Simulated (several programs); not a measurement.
WSe2 (P6_3/mmc): methods side by side

Measured values to be reproduced:
- volume: 20.26 Å³ an atom (from the lattice constants; in-plane a, pristine; “Intrinsic p-type W-based transition metal dichalcogenide by substitutional Ta-doping”; 2017; arxiv:1707.05197)

WSe2 (P6_3/mmc) from a database of computed structures, relaxed with r2SCAN+rVV10 in Ansatz, was computed with several methods. The symmetry is P6_3/mmc (No. 194, hexagonal); conventional cell a = 3.300 Å, c = 13.149 Å, 20.66 Å³ an atom. Around W lie 6 Se at 2.53 Å; around Se lie 3 W at 2.53 Å. No spin polarisation and no zero-point or thermal motion.

```cif
data_structure
_symmetry_space_group_name_H-M 'P6_3/mmc'
_symmetry_Int_Tables_number 194
_cell_length_a 3.2997
_cell_length_b 3.2997
_cell_length_c 13.1485
_cell_angle_alpha 90.000
_cell_angle_beta 90.000
_cell_angle_gamma 120.000
_cell_volume 123.98
loop_
_atom_site_label
_atom_site_type_symbol
_atom_site_symmetry_multiplicity
_atom_site_Wyckoff_symbol
_atom_site_fract_x
_atom_site_fract_y
_atom_site_fract_z
_atom_site_occupancy
W1 W 2 c 0.66667 0.33333 0.75000 1
Se1 Se 4 f 0.33333 0.66667 0.87666 1
```

Gaps and times are for a single point on this cell; volume and bulk modulus come from each method's own relaxation or energy curve at fixed shape, which is too stiff where a cell has free coordinates or axes. Times are rough, from shared hosts (Arm Neoverse V2; Intel Xeon Platinum 8259CL CPU @ 2.50GHz), and each method has its own mesh and cell size. A double dagger marks a value from a curve with shape and coordinates held. A star marks a curve whose lowest point is an end point. GFN1-xTB (tblite), GFN2-xTB (tblite) treat a cluster of cells at its zone centre, which samples few k points: where these miss a band edge, the gap comes out too large for that reason alone. Gaps from k meshes are read at a limited set of points (mesh, symmetry points, PBE's band edges), so each method's own least gap may be somewhat smaller. xTB and the PM methods were fitted mostly to molecules, and can miss a solid's gap by electronvolts. Minimal bases can be far off for gaps. Times of the plane-wave ladder aren't listed, since it ran on unlike processors and cards. Curves at held shape can't give the bulk modulus of a layered or molecular crystal, so none is listed. d marks a direct gap, i an indirect one (no mark: not told apart), a dash a value that wasn't computed or didn't pass its checks.

```tsv
method	kind	gap (eV)	own volume (Å³/atom)	bulk modulus (GPa)	atoms computed	processor time
PBE-D3(BJ)	semilocal	–	19.84	–	6	–
r2SCAN+rVV10	semilocal	–	20.66	–	6	–
PBE-D4	semilocal	–	19.92	–	6	–
GFN1-xTB (tblite)	tight binding	1.99	20.28‡	–	cluster	2.8 s
light PBE (260 eV and a coarse mesh)	light plane-wave	1.03 i	–	–	6	3 s
GFN2-xTB (tblite)	tight binding	0.92	21.00‡	–	cluster	5.4 s
PBE/SZV (CP2K)	small basis	0.85 i	22.96*‡	–	6	12 s
PBE	semilocal	1.02 i	–	–	6	–
LDA	semilocal	0.96 i	–	–	6	–
PBE/DZVP (CP2K)	small basis	1.03 i	21.27‡	–	6	29 s
r2SCAN	semilocal	1.14 i	–	–	6	–
PBE+SOC	semilocal	0.95 i	–	–	6	–
LC-ωPBE	hybrid	5.45 i	–	–	6	–
HSE06	hybrid	1.50 i	–	–	6	–
PBE0	hybrid	2.15 i	–	–	6	–
DDH-PBE0	hybrid	1.38 i	–	–	6	–
```

Against HSE06 (1.50 eV) and with closed or daggered gaps left aside, the nearest gap at the points sampled is that of DDH-PBE0 (-0.12 eV) and the farthest that of LC-ωPBE (+3.95 eV). HSE06 is only a yardstick of convenience, and nearness to it can be luck.

Runs without a result: GLLB-SC (GPAW) (single point), PM7 (MOPAC) (single point, out of time).

Comparison with experiment:
- Volume, measured 20.26 Å³ an atom: PBE-D3(BJ) -2.1 %, r2SCAN+rVV10 +2.0 %, PBE-D4 -1.7 %.
The calculations are for a static lattice; samples hold vibrations, temperature and, in optical gaps, excitons. A measured value is shown where most reports agree with it, and only for the quantities listed.

Only the rows marked +SOC include spin-orbit coupling.
